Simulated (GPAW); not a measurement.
MoPd2:

```
Pd Mo
1.0
    -1.37354    1.97203    4.11381
     1.37354   -1.97203    4.11381
     1.37354    1.97203   -4.11381
Pd Mo
2 1
Direct
  0.66520 0.66520 0.00000
  0.33480 0.33480 0.00000
  0.00000 0.00000 0.00000
```

The cell comes from a database or a generator and needn't be the stable form of this composition.

Base run:

* Program: GPAW 26.7.0
* Functional: PBEsol
* Potentials or basis: PAW data sets generated in the run's folder for this functional
* Cutoff: 600 eV
* Basis: pw
* k mesh: 8 × 8 × 8
* Occupations: fermi-dirac, width 0.05 eV
* Spin: no spin polarisation

Its results: pressure -5.1 GPa; largest force 0.019 eV/Å.

Problem. The run is repeated on the same cell with these changes: functional from PBEsol to LDA; potentials or basis from PAW data sets generated in the run's folder for this functional to the program's PAW data sets (release 1.2.1) made for this functional. What comes out?

Solution. Pressure -10.9 GPa; largest force 0.043 eV/Å.

Not every run made on this cell is shown here.
